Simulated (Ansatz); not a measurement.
**CH₈BNOSi: up Jacob's ladder to CCSD(T)**

Aim: compute CH₈BNOSi with functionals from several rungs and with coupled cluster. The yardstick is the atomisation energy at the CCSD(T) limit.

The runs use Ansatz 0.2.0, Gaussian basis; functionals in def2-TZVPP, the program's frozen cores in correlated methods.

The runs, in order: PBE-D4, r2SCAN-D4, PBE0-D4, B3LYP-D4, ωB97X-V, ωB97M-V, B2PLYP; CCSD(T)/def2-TZVPP; MP2/def2-QZVPP; extrapolation to the limit.

### 1 Structure used throughout

The geometry comes from an earlier relaxation with PBE0-D4 in a triple-zeta def2 set; it is a stationary point, not always the lowest conformer.

SMILES `COB(N)[SiH3]`, 13 atoms, charge 0, spin multiplicity 1.

Atoms are counted from 1 here; the program's logs count them from 0.

Bond lengths: C1–O2 1.404 Å, C1–H6 1.096 Å, C1–H7 1.093 Å, C1–H8 1.093 Å, O2–B3 1.366 Å, B3–N4 1.402 Å, B3–Si5 2.037 Å, N4–H9 1.003 Å, N4–H10 1.007 Å, Si5–H11 1.492 Å, Si5–H12 1.492 Å, Si5–H13 1.492 Å. Angles: O2–C1–H6 112.3°, O2–C1–H7 109.4°, O2–C1–H8 109.5°, H6–C1–H7 108.5°, H6–C1–H8 108.5°, H7–C1–H8 108.6°, C1–O2–B3 123.6°, O2–B3–N4 116.9°, O2–B3–Si5 124.5°, N4–B3–Si5 118.6°, B3–N4–H9 123.1°, B3–N4–H10 122.2°, H9–N4–H10 114.6°, B3–Si5–H11 112.6°, B3–Si5–H12 112.6°, B3–Si5–H13 110.0°, H11–Si5–H12 106.6°, H11–Si5–H13 107.4° and more.

### 2 PBE-D4 (GGA)

The input, in.yaml:

```yaml
crystal:
  periodic: [false, false, false]
  atoms:
    - {symbol: C, position_ang: [-1.962965, 0.306798, 0.200797]}
    - {symbol: O, position_ang: [-1.091117, -0.790211, 0.117857]}
    - {symbol: B, position_ang: [0.262207, -0.671075, -0.021768]}
    - {symbol: N, position_ang: [1.000599, -1.860543, -0.090953]}
    - {symbol: Si, position_ang: [1.258349, 1.102764, -0.133947]}
    - {symbol: H, position_ang: [-1.432664, 1.264060, 0.149541]}
    - {symbol: H, position_ang: [-2.511074, 0.264923, 1.145432]}
    - {symbol: H, position_ang: [-2.681178, 0.264327, -0.621995]}
    - {symbol: H, position_ang: [1.998114, -1.881616, -0.193248]}
    - {symbol: H, position_ang: [0.564402, -2.767318, -0.041242]}
    - {symbol: H, position_ang: [1.068860, 1.944259, 1.083465]}
    - {symbol: H, position_ang: [0.824223, 1.930780, -1.296716]}
    - {symbol: H, position_ang: [2.722541, 0.858353, -0.282523]}
basis:
  gaussian: {orbitals: def2-TZVPP}
hamiltonian: {xc: pbe, dispersion: d4}
output: {forces: true, orbitals: {seedname: orbitals}}
```

The run is started by

```
$ ansatz run in.yaml --threads 4 --pin off --events-out ev --progress --plain --max-ram 10444MiB
```

The runs that follow: r2SCAN-D4 (meta-GGA); PBE0-D4 (hybrid); B3LYP-D4 (hybrid); ωB97X-V (range-separated); ωB97M-V (range-separated); B2PLYP (double hybrid); CCSD(T) in def2-TZVPP; MP2 in def2-QZVPP.

Q: Predict the results of all the runs planned. Wanted: atomisation energy, CCSD(T)/CBS; farthest; mean size of error, hybrid; mean size of error, range-separated; gap, smallest and largest; T1 diagnostic; triples share of the correlation energy.

As calculated:

```
                               quantity                                 value
        atomisation energy, CCSD(T)/CBS                         4742.3 kJ/mol
 functionals within 23.7 kJ/mol (0.5 %)                    r2SCAN-D4, PBE0-D4
                               farthest                 PBE-D4 (+79.0 kJ/mol)
             mean size of error, hybrid                           14.2 kJ/mol
    mean size of error, range-separated                           27.3 kJ/mol
              gap, smallest and largest  5.54 eV (PBE-D4), 12.39 eV (ωB97X-V)
                          T1 diagnostic                                0.0129
triples share of the correlation energy                                 3.6 %
```

**Reading.** PBE-D4 is off by +79.0 kJ/mol. Double hybrids carry the basis error of their MP2 part in triple zeta, and no dispersion term here, so their miss is partly the set-up's. The reference freezes the cores and leaves out relativity and excitations past (T), so misses under about 23.7 kJ/mol can't be ranked. Hartree-Fock recovers 74 % of the binding; the rest is correlation. The gap grows from 5.5 to 12.4 eV across the functionals, mostly with the share of exact exchange.
